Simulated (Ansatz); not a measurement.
**C₃H₉InOS: basis-set convergence**

The task here is to estimate one member of a computed series from the others.

Program: Ansatz 0.2.0, Gaussian basis. Level of theory: one geometry, several basis sets. These are calculated values, not measurements.

The runs, in order: PBE0-D4/def2-SVP; ωB97M-V/def2-SVP; PBE0-D4/def2-QZVPP; ωB97M-V/def2-QZVPP; the functionals' def2-TZVPP values are taken from earlier runs.

### The relaxed structure

The geometry comes from an earlier relaxation with PBE0-D4 in a triple-zeta def2 set; it is a stationary point, not always the lowest conformer. In takes the def2 core potential; no spin-orbit term is included.

SMILES `C[CH](C)[In]([OH])[SH]`, 15 atoms, charge 0, spin multiplicity 1.

Atoms are counted from 1 here; the program's logs count them from 0.

Bond lengths: C1–C2 1.520 Å, C1–H7 1.093 Å, C1–H8 1.094 Å, C1–H9 1.097 Å, C2–C3 1.522 Å, C2–In4 2.173 Å, C2–H10 1.095 Å, C3–H11 1.093 Å, C3–H12 1.097 Å, C3–H13 1.094 Å, In4–O5 1.991 Å, In4–S6 2.386 Å, O5–H14 0.960 Å, S6–H15 1.344 Å. Angles: C2–C1–H7 112.4°, C2–C1–H8 111.8°, C2–C1–H9 110.5°, H7–C1–H8 107.6°, H7–C1–H9 107.4°, H8–C1–H9 106.9°, C1–C2–C3 112.2°, C1–C2–In4 111.2°, C1–C2–H10 109.1°, C3–C2–In4 111.1°, C3–C2–H10 108.8°, In4–C2–H10 104.1°, C2–C3–H11 112.6°, C2–C3–H12 110.3°, C2–C3–H13 111.9°, H11–C3–H12 107.3°, H11–C3–H13 107.6°, H12–C3–H13 106.8° and more.

The first run:

in.yaml

```yaml
crystal:
  periodic: [false, false, false]
  atoms:
    - {symbol: C, position_ang: [-1.160081, -0.964060, -0.786895]}
    - {symbol: C, position_ang: [0.077666, -0.692607, 0.053067]}
    - {symbol: C, position_ang: [1.358863, -0.793802, -0.763079]}
    - {symbol: In, position_ang: [-0.060197, 1.230216, 1.055161]}
    - {symbol: O, position_ang: [1.359132, 2.018219, 2.208546]}
    - {symbol: S, position_ang: [-1.882936, 2.766135, 0.951485]}
    - {symbol: H, position_ang: [-2.078649, -0.942654, -0.195203]}
    - {symbol: H, position_ang: [-1.270511, -0.234110, -1.594369]}
    - {symbol: H, position_ang: [-1.096099, -1.953348, -1.256837]}
    - {symbol: H, position_ang: [0.121648, -1.418507, 0.872011]}
    - {symbol: H, position_ang: [2.255496, -0.636606, -0.158410]}
    - {symbol: H, position_ang: [1.442514, -1.787872, -1.219704]}
    - {symbol: H, position_ang: [1.379982, -0.067100, -1.580544]}
    - {symbol: H, position_ang: [2.131098, 1.456114, 2.303452]}
    - {symbol: H, position_ang: [-2.599728, 1.969082, 0.140717]}
basis:
  gaussian: {orbitals: def2-SVP}
hamiltonian: {xc: pbe0, dispersion: d4}
output: {orbitals: {seedname: orbitals}}
```

On the command line:

```
$ ansatz run in.yaml --threads 2 --pin off --events-out ev --progress --plain --max-ram 32768MiB --backend cpu
```

Among the steps run: PBE0-D4 in def2-SVP; ωB97M-V in def2-SVP; PBE0-D4 in def2-QZVPP; ωB97M-V in def2-QZVPP.

One table of the session follows, with a row left open; its other results are not shown here.

It belongs to the step «Density functionals: the series». 

| functional | basis | HOMO (eV) |
| --- | --- | --- |
| PBE0-D4 | def2-SVP | -7.08 |
| PBE0-D4 | def2-TZVPP | -7.26 |
| PBE0-D4 | def2-QZVPP | -7.28 |
| ωB97M-V | def2-SVP | -9.25 |
| ωB97M-V | def2-TZVPP | ? |
| ωB97M-V | def2-QZVPP | -9.36 |

**Question.** Estimate the row for ωB97M-V, def2-TZVPP.

As computed: HOMO (eV): -9.34. In the column «HOMO (eV)» it lies between ωB97M-V, def2-QZVPP (-9.36) and ωB97M-V, def2-SVP (-9.25).
